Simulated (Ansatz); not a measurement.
**C₃H₅FTe: small, medium and large basis sets**

The task here is to estimate one member of a computed series from the others.

Computed with Ansatz 0.2.0, Gaussian basis. Level: one geometry, several basis sets.

Plan: PBE0-D4/def2-SVP; ωB97M-V/def2-SVP; PBE0-D4/def2-QZVPP; ωB97M-V/def2-QZVPP; the functionals' def2-TZVPP values are taken from earlier runs.

### Structure used throughout

The geometry comes from an earlier relaxation with PBE0-D4 in a triple-zeta def2 set; it is a stationary point, not always the lowest conformer. Te takes the def2 core potential; no spin-orbit term is included.

SMILES `FC1CC[Te]1`, 10 atoms, charge 0, spin multiplicity 1.

Atoms are counted from 1 here; the program's logs count them from 0.

Bond lengths: F1–C2 1.373 Å, C2–C3 1.524 Å, C2–Te5 2.172 Å, C2–H6 1.089 Å, C3–C4 1.530 Å, C3–H7 1.093 Å, C3–H8 1.095 Å, C4–Te5 2.169 Å, C4–H9 1.088 Å, C4–H10 1.087 Å. Angles: F1–C2–C3 111.9°, F1–C2–Te5 112.9°, F1–C2–H6 107.8°, C3–C2–Te5 91.5°, C3–C2–H6 116.7°, Te5–C2–H6 115.5°, C2–C3–C4 104.0°, C2–C3–H7 108.4°, C2–C3–H8 111.7°, C4–C3–H7 110.0°, C4–C3–H8 114.6°, H7–C3–H8 107.9°, C3–C4–Te5 91.5°, C3–C4–H9 114.0°, C3–C4–H10 115.6°, Te5–C4–H9 109.7°, Te5–C4–H10 114.5°, H9–C4–H10 110.4° and more.

Coordinates:

| atom | x (Å) | y (Å) | z (Å) |
| --- | --- | --- | --- |
| F1 | -1.6103 | 1.3134 | 0.4361 |
| C2 | -1.1593 | 0.2111 | -0.2465 |
| C3 | -0.0183 | -0.4842 | 0.4867 |
| C4 | 1.2441 | 0.1069 | -0.1451 |
| Te5 | 0.1427 | 0.7222 | -1.9088 |
| H6 | -2.0243 | -0.4007 | -0.4994 |
| H7 | -0.0754 | -1.5549 | 0.2769 |
| H8 | -0.0913 | -0.3487 | 1.5709 |
| H9 | 1.6283 | 0.9836 | 0.3714 |
| H10 | 2.0469 | -0.5999 | -0.3394 |

The first run:

File in.yaml:

```yaml
crystal:
  periodic: [false, false, false]
  atoms:
    - {symbol: F, position_ang: [-1.610325, 1.313353, 0.436148]}
    - {symbol: C, position_ang: [-1.159268, 0.211115, -0.246491]}
    - {symbol: C, position_ang: [-0.018345, -0.484186, 0.486713]}
    - {symbol: C, position_ang: [1.244117, 0.106913, -0.145067]}
    - {symbol: Te, position_ang: [0.142659, 0.722206, -1.908789]}
    - {symbol: H, position_ang: [-2.024259, -0.400713, -0.499353]}
    - {symbol: H, position_ang: [-0.075411, -1.554861, 0.276931]}
    - {symbol: H, position_ang: [-0.091298, -0.348663, 1.570899]}
    - {symbol: H, position_ang: [1.628253, 0.983636, 0.371417]}
    - {symbol: H, position_ang: [2.046878, -0.599901, -0.339407]}
basis:
  gaussian: {orbitals: def2-SVP}
hamiltonian: {xc: pbe0, dispersion: d4}
output: {orbitals: {seedname: orbitals}}
```

Among the steps run: PBE0-D4 in def2-SVP; ωB97M-V in def2-SVP; PBE0-D4 in def2-QZVPP; ωB97M-V in def2-QZVPP.

One table of the session follows, with a row left open; its other results are not shown here.

It belongs to the step «Density functionals: the series». 

| functional | basis | HOMO (eV) |
| --- | --- | --- |
| PBE0-D4 | def2-SVP | ? |
| PBE0-D4 | def2-TZVPP | -6.09 |
| PBE0-D4 | def2-QZVPP | -6.12 |
| ωB97M-V | def2-SVP | -8.10 |
| ωB97M-V | def2-TZVPP | -8.22 |
| ωB97M-V | def2-QZVPP | -8.25 |

Q: Estimate the row for PBE0-D4, def2-SVP from the others.

As computed: HOMO (eV): -5.99. In the column «HOMO (eV)» it is the highest.
